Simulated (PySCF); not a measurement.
# C7H19BP2Si: magnetic properties

Programs: PySCF 2.14.0, with routines of our own; each step states its level. All values are computed. Atoms count from 0.

## 1. The system as given

30 atoms, charge 0, multiplicity 1; geometry from: GFN2-xTB.

## 2. Magnetic properties: GIAO PBE/pcSseg-1

The job: settings as JSON, then the geometry in Å.

```
{"job": {"kind": "mag", "xc": "PBE", "basis": "pcSseg-1", "isotopologues": 0}, "charge": 0, "multiplicity": 1}
B     -0.084936    -1.669855    -2.077949
P      0.102005    -0.634594    -0.474340
C      1.691332     0.288938    -0.235021
C      2.882914    -0.647782    -0.364800
P      4.530089     0.205530    -0.213355
C     -0.160376    -1.511180     1.139074
C     -1.485568    -0.983278     1.702113
C     -1.840292     0.304662     1.003704
C     -2.967879     1.097541     1.574444
C     -1.136513     0.627342    -0.086106
Si    -1.384233     2.092252    -1.240408
H      0.104001    -0.909818    -2.977209
H      0.742271    -2.526498    -1.991925
H     -1.201525    -2.087563    -2.028218
H      1.727344     1.059356    -1.011769
H      1.681822     0.788641     0.739155
H      2.847188    -1.429838     0.401250
H      2.859039    -1.151703    -1.335733
H      4.172686     0.996032     0.881921
H      4.223370     1.232996    -1.105901
H      0.669319    -1.294464     1.816638
H     -0.189888    -2.588399     0.971179
H     -2.290316    -1.702774     1.525431
H     -1.426667    -0.827428     2.782749
H     -2.746381     1.376990     2.604718
H     -3.146561     1.998604     0.994724
H     -3.878152     0.497937     1.586186
H     -0.461046     1.976705    -2.367233
H     -2.771725     2.131321    -1.707140
H     -1.079341     3.318887    -0.489672
```

Method: GIAO PBE/pcSseg-1 magnetisability, rotational g tensor and spin-rotation constants, non-relativistic, gas phase.

The run is started by

```bash
OMP_NUM_THREADS=1 python excited_run.py task.json out
```

One launch serves the whole session: the jobs run in the order shown.

Q: Estimate the wall time and peak memory of this first job on 1 thread of Arm Neoverse V2, shared host.

About 2.3 min, with a peak of 1.4 GiB.
